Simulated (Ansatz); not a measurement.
# FGeH4NO: up Jacob's ladder to CCSD(T)

One table from this session's results is given with a row withheld; the runs are named, their logs left out.

Computed with Ansatz 0.2.0, Gaussian basis. Level: functionals in def2-TZVPP, the program's frozen cores in correlated methods.

Levels to be run: LDA (SPW92), PBE-D4, revPBE-D4, BLYP-D4, r2SCAN-D4, B97M-V, PBE0-D4, B3LYP-D4, r2SCANh-D4, r2SCAN0-D4, HSE06-D4, BHLYP-D4, CAM-B3LYP-D4, LC-ωPBE, ωB97X-V, ωB97M-V, B2PLYP, PBE-QIDH; CCSD(T)/def2-SVP; CCSD(T)/def2-TZVPP; MP2/def2-QZVPP; extrapolation to the limit; RPA on PBE.

## The geometry

An earlier PBE0-D4 in a triple-zeta def2 set relaxation fixed the geometry.

SMILES `[NH2][GeH]([OH])[F]`, 8 atoms, charge 0, spin multiplicity 1.

Atoms are counted from 1 here; the program's logs count them from 0.

Bond lengths: N1–Ge2 1.798 Å, N1–H5 1.009 Å, N1–H6 1.008 Å, Ge2–O3 1.759 Å, Ge2–F4 1.748 Å, Ge2–H7 1.529 Å, O3–H8 0.960 Å. Angles: Ge2–N1–H5 115.9°, Ge2–N1–H6 117.1°, H5–N1–H6 110.8°, N1–Ge2–O3 105.4°, N1–Ge2–F4 114.0°, N1–Ge2–H7 112.3°, O3–Ge2–F4 104.2°, O3–Ge2–H7 115.6°, F4–Ge2–H7 105.3°, Ge2–O3–H8 111.9°.

Coordinates:

```xyz
8
FGeH4NO
N    -0.5842    1.2816    0.0719
Ge    0.4300   -0.1769   -0.2072
O     0.3325   -1.1068    1.2823
F    -0.1996   -1.2573   -1.4292
H    -1.5048    1.1120    0.4494
H    -0.6221    1.9629   -0.6706
H     1.8422    0.1784   -0.6722
H     0.3982   -2.0511    1.1197
```

The first run:

Contents of in.yaml:

```yaml
crystal:
  periodic: [false, false, false]
  atoms:
    - {symbol: N, position_ang: [-0.584242, 1.281609, 0.071889]}
    - {symbol: Ge, position_ang: [0.429993, -0.176885, -0.207171]}
    - {symbol: O, position_ang: [0.332468, -1.106850, 1.282329]}
    - {symbol: F, position_ang: [-0.199553, -1.257313, -1.429244]}
    - {symbol: H, position_ang: [-1.504761, 1.112032, 0.449350]}
    - {symbol: H, position_ang: [-0.622144, 1.962897, -0.670626]}
    - {symbol: H, position_ang: [1.842246, 0.178432, -0.672158]}
    - {symbol: H, position_ang: [0.398191, -2.051122, 1.119730]}
basis:
  gaussian: {orbitals: def2-TZVPP}
hamiltonian: {xc: lda}
output: {orbitals: {seedname: orbitals}}
```

On the command line:

```bash
> ansatz run in.yaml --threads 2 --pin off --events-out ev --progress --plain --max-ram 4352MiB
```

Among the steps run: LDA; PBE-D4 (GGA); revPBE-D4 (GGA); BLYP-D4 (GGA); r2SCAN-D4 (meta-GGA); B97M-V (meta-GGA); B3LYP-D4 (hybrid); r2SCANh-D4 (hybrid); r2SCAN0-D4 (hybrid); HSE06-D4 (hybrid); BHLYP-D4 (hybrid); CAM-B3LYP-D4 (range-separated); LC-ωPBE (range-separated); ωB97X-V (range-separated); ωB97M-V (range-separated); B2PLYP (double hybrid); PBE-QIDH (double hybrid).

One table of the session follows, with a row left open; its other results are not shown here.

It belongs to the step «Orbital energies across the functionals». 

| functional | HOMO (eV) | LUMO (eV) | gap (eV) |
| --- | --- | --- | --- |
| LDA (SPW92) | -6.78 | -0.70 | 6.08 |
| PBE-D4 | -6.60 | -0.51 | 6.09 |
| revPBE-D4 | -6.53 | -0.42 | 6.11 |
| BLYP-D4 | -6.48 | -0.55 | 5.93 |
| r2SCAN-D4 | -6.94 | 0.03 | 6.97 |
| B97M-V | -7.03 | -0.27 | 6.76 |
| PBE0-D4 | -8.14 | 0.46 | 8.60 |
| B3LYP-D4 | -7.87 | 0.06 | 7.93 |
| r2SCANh-D4 | -7.51 | 0.36 | 7.88 |
| r2SCAN0-D4 | -8.38 | 0.84 | 9.21 |
| HSE06-D4 | ? | ? | ? |
| BHLYP-D4 | -9.58 | 1.19 | 10.77 |
| CAM-B3LYP-D4 | -9.61 | 1.29 | 10.91 |
| LC-ωPBE | -11.06 | 2.69 | 13.74 |
| ωB97X-V | -10.66 | 2.47 | 13.13 |
| ωB97M-V | -10.56 | 2.06 | 12.62 |

**Question.** Estimate the row for HSE06-D4.

The run gave: HOMO (eV): -7.72; LUMO (eV): 0.09; gap (eV): 7.82. In the column «HOMO (eV)» it lies between B3LYP-D4 (-7.87) and r2SCANh-D4 (-7.51).
